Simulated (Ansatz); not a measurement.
# AlAsH2 (singlet): wave-function methods side by side, cc-pVDZ

The task here is to estimate one member of a computed series from the others.

Program: Ansatz 0.2.0, Gaussian basis. Level of theory: cc-pVDZ, core rule «outside noble gas», up to 19 orbitals frozen. These are calculated values, not measurements.

Plan: UHF; CCSD(T) on RHF; CCSD(T) on UHF; BCCD(T) on RHF; CISD; CCSDT(Q) on RHF; CCSDT(Q) on UHF; CCSDTQ on RHF; CASSCF and MRCISD+Q, 10 electrons in 10 orbitals; CASSCF and NEVPT2, 10 electrons in 10 orbitals.

15 further runs of the same task are left out: 9 for a known fault of the program, 6 set aside as unsound or not needed.

## The geometry

The geometry is a PBE0/def2-TZVP stationary point (not a proven minimum) of the parent state, kept for this charge and spin. No spin-orbit coupling is included. The filled d shell of As may be among the frozen orbitals whatever the setting's name suggests; the logs give the count.

4 atoms, charge 0, spin multiplicity 1.

Atoms are counted from 1 here; the program's logs count them from 0.

Bond lengths: Al1–As2 2.470 Å, As2–H3 1.524 Å, As2–H4 1.524 Å. Angles: Al1–As2–H3 96.8°, Al1–As2–H4 96.8°, H3–As2–H4 92.8°.

Coordinates:

```xyz
4
AlAsH2
Al    0.03654    0.00000    1.83211
As   -0.03978    0.00000   -0.63695
H     0.98954    1.10386   -0.84907
H     0.98954   -1.10386   -0.84907
```

Set-up of the first run:

in.yaml

```yaml
crystal:
  periodic: [false, false, false]
  atoms:
    - {symbol: Al, position_ang: [0.036540, 0.000000, 1.832106]}
    - {symbol: As, position_ang: [-0.039784, 0.000000, -0.636952]}
    - {symbol: H, position_ang: [0.989539, 1.103858, -0.849067]}
    - {symbol: H, position_ang: [0.989541, -1.103856, -0.849067]}
basis:
  gaussian: {orbitals: cc-pVDZ}
magnetization: {spin_polarized: true, initial_magnetization: 0}
hamiltonian: {xc: hf}
output: {orbitals: {seedname: orbitals}}
```

Run with:

```
> ansatz run in.yaml --threads 1 --pin off --events-out ev --progress --plain --max-ram 2816MiB --backend cpu
```

Steps of the session up to this table: UHF; CCSD(T) on RHF; CCSD(T) on UHF; BCCD(T) on RHF; CISD; CCSDT(Q) on RHF; CCSDT(Q) on UHF; CCSDTQ on RHF; CASSCF and MRCISD+Q, 10 electrons in 10 orbitals; CASSCF and NEVPT2, 10 electrons in 10 orbitals.

One table of the session follows, with a row left open; its other results are not shown here.

It belongs to the step «Misses and costs». 

| method | from RCCSDTQ (kJ/mol) |
| --- | --- |
| RHF | +529.0 |
| UHF | ? |
| RMP2 | +113.7 |
| CISD | +64.1 |
| RCCSD | +18.4 |
| RCCSD(T) | +3.5 |
| BCCD(T) | +3.4 |
| RCCSDT | +1.0 |
| RCCSDT(Q) | 0.0 |
| RCCSDTQ | 0 |
| CASSCF valence | +325.5 |
| NEVPT2 valence | +83.3 |
| MRCISD valence | +24.1 |
| MRCISD+Q valence | +3.0 |

Q: Estimate the row for UHF from the others.

**Answer.** from RCCSDTQ (kJ/mol): +527.8. In the column «from RCCSDTQ (kJ/mol)» it lies between CASSCF valence (+325.5) and RHF (+529.0).
